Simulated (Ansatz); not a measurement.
# Sn3Bi: the cost of one run

Computed with Ansatz 0.2.0 (DFT r2SCAN, scalar-relativistic, plane waves, PAW, unless a step's input says otherwise).

1 further run of the same task is left out (set aside as unsound or not needed).

**1. The structure to begin with**

It takes space group Pm-3m (No. 221, cubic). The conventional cell has a = 4.849 Å, b = 4.849 Å, c = 4.849 Å, α = 90.00°, β = 90.00°, γ = 90.00°. Around Sn (site symmetry 4/mmm) lie 8 Sn at 3.43 Å and 4 Bi at 3.43 Å. Around Bi (site symmetry m-3m) lie 12 Sn at 3.43 Å.

Structure file:

```
CELL_PARAMETERS angstrom
4.84937 0.00000 0.00000
0.00000 4.84937 0.00000
0.00000 0.00000 4.84937
ATOMIC_POSITIONS crystal
Sn 0.00000 0.50000 0.50000
Sn 0.50000 0.00000 0.50000
Sn 0.50000 0.50000 0.00000
Bi 0.00000 0.00000 0.00000
```

It goes back to an entry of the Materials Project, which need not be the stable form.

It is the result of an earlier relaxation at this level (volume 28.51 Å³/atom; gap on the mesh: none (metal)).

**2. Bands, states and charges**

Input file input.yaml:

```yaml
crystal:
  lattice:
    - [4.8493661597, 0.0, 0.0]
    - [0.0, 4.8493661597, 0.0]
    - [0.0, 0.0, 4.8493661597]
  atoms:
    - { symbol: Sn, position: [0.0, 0.5, 0.5] }
    - { symbol: Sn, position: [0.5, 0.0, 0.5] }
    - { symbol: Sn, position: [0.5, 0.5, 0.0] }
    - { symbol: Bi, position: [0.0, 0.0, 0.0] }
basis:
  ecutwfc: 500
kpoints:
  mp_grid: { grid: [10, 10, 10] }
  band_path:
    path:
      - [[0.0, 0.0, 0.0], [0.0, 0.5, 0.0], [0.5, 0.5, 0.0], [0.0, 0.0, 0.0], [0.5, 0.5, 0.5], [0.0, 0.5, 0.0]]
      - [[0.5, 0.5, 0.5], [0.5, 0.5, 0.0]]
    npoints: 14
hamiltonian:
  xc: r2scan
scf:
  occupations: { method: gaussian, width: 0.1 }
  n_extra_bands: 10
output:
  forces: true
  stress: true
  eigenvalues: true
  populations: true
  dos: { projected: true, de: 0.02, nscf_kmesh: { grid: [15, 15, 15] } }
  bader: true
  write_density: true
  write_potential: true
  elf: true
  volumetric_format: npy
```

Command:

```sh
ansatz run input.yaml --threads 1 --pin off --max-ram 2560MiB --backend cpu --events-out ev --progress --plain --runs-dir out
```

Q: Estimate wall time and peak memory on 1 thread of Arm Neoverse V2, shared host.

About 83 s, with a peak of 0.77 GiB.
